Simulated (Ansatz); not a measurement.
# ScGePd: the cost of one run

Program: Ansatz 0.2.0, driven from Python. Level of theory: DFT r2SCAN, plane waves, PAW. These are calculated values, not measurements.

**1. The system**

Symmetry: P-62m, No. 189, hexagonal system. The conventional cell has a = 6.729 Å, b = 6.729 Å, c = 3.938 Å, α = 90.00°, β = 90.00°, γ = 120.00°. Sc (site symmetry m2m) has 5 Ge at 2.81 to 2.85 Å and 6 Pd at 2.96 to 3.17 Å as nearest neighbours. Ge (site symmetry -6) is surrounded by 3 Pd at 2.58 Å and 6 Sc at 2.81 Å. Ge (site symmetry -62m) is surrounded by 6 Pd at 2.58 Å and 3 Sc at 2.85 Å. Pd (site symmetry m2m) is surrounded by 4 Ge at 2.58 Å and 2 Pd at 2.90 Å and 2 Sc at 2.96 Å.

No structure file is read: the coordinates are typed or built in the script.

**2. Script**

Input file pdos_scgepd.py:

```python
# -*- coding: utf-8 -*-
"""Projected density of states of ScGePd."""

import ansatz as az
import numpy as np

system = (
    az.Lattice.of([6.728878, 0.0, 0.0], [-3.364439, 5.827379, 0.0], [0.0, 0.0, 3.937861])
    .atom("Sc", [0.0, 0.576615, 0.0])
    .atom("Sc", [0.423385, 0.423385, 0.0])
    .atom("Sc", [0.576615, 0.0, 0.0])
    .atom("Ge", [1 / 3, 2 / 3, 0.5])
    .atom("Ge", [2 / 3, 1 / 3, 0.5])
    .atom("Ge", [0.0, 0.0, 0.0])
    .atom("Pd", [0.0, 0.24877, 0.5])
    .atom("Pd", [0.75123, 0.75123, 0.5])
    .atom("Pd", [0.24877, 0.0, 0.5])
)

base = system.calculation()
base = base.occupations(az.OccupationsMethod.FERMI_DIRAC, width=0.15)
base = base.functional("r2scan")
base = base.kpoints(mesh=(4, 4, 6), center="gamma")
base = base.basis(600)
base = base.scf(extra_bands=24)
base = base.density_of_states(projected=True, energy_step=0.1)
outcome = base.run()
rep = outcome.report

dos = outcome.density_of_states()
energy = np.asarray(dos.energies_ev) - dos.fermi_ev
curves = {}
for site in outcome.projected_density_of_states().sites:
    for shell in site.shells:
        weight = sum(np.sum(curve.g_bin_mean_per_ev, axis=0) for curve in shell.curves)
        name = f"{site.species} {shell.label}"
        curves[name] = curves.get(name, 0) + weight

step = energy[1] - energy[0]
windows = [(-8, -4), (-4, 0), (0, 4)]
print("states by shell in windows of E - E_F (eV):", windows)
for name, g in curves.items():
    print(f"{name:8s}", " ".join(f"{step * g[(energy >= a) & (energy < b)].sum():8.3f}" for a, b in windows))
filled = (energy < 0) & (energy > -8)
for name, g in curves.items():
    if g[filled].sum() * step > 0.5:
        print(f"centre of {name}: {np.average(energy[filled], weights=g[filled]):.2f} eV")
```

**3. What the engine is handed**

The package turns the script's settings into the engine's input:

```yaml
crystal:
  lattice:
    - [6.728878, 0.0, 0.0]
    - [-3.364439, 5.827379, 0.0]
    - [0.0, 0.0, 3.937861]
  atoms:
    - { symbol: Sc, position: [0.0, 0.576615, 0.0] }
    - { symbol: Sc, position: [0.423385, 0.423385, 0.0] }
    - { symbol: Sc, position: [0.576615, 0.0, 0.0] }
    - { symbol: Ge, position: [0.3333333333333333, 0.6666666666666666, 0.5] }
    - { symbol: Ge, position: [0.6666666666666666, 0.3333333333333333, 0.5] }
    - { symbol: Ge, position: [0.0, 0.0, 0.0] }
    - { symbol: Pd, position: [0.0, 0.24877, 0.5] }
    - { symbol: Pd, position: [0.75123, 0.75123, 0.5] }
    - { symbol: Pd, position: [0.24877, 0.0, 0.5] }
basis:
  ecutwfc: 600.0
kpoints:
  mp_grid:
    grid: [4, 4, 6]
    shift: [0.0, 0.0, 0.0]
hamiltonian:
  xc: r2scan
scf:
  n_extra_bands: 24
  occupations:
    method: fermi_dirac
    width: 0.15
output:
  dos:
    de: 0.1
    projected: true
```

**4. The run**

Run with:

```console
$ python pdos_scgepd.py
```

What time and memory should one allow on 1 thread of AMD EPYC 9R45 (Zen 5), shared host?

About 18 s, with a peak of 0.97 GiB.
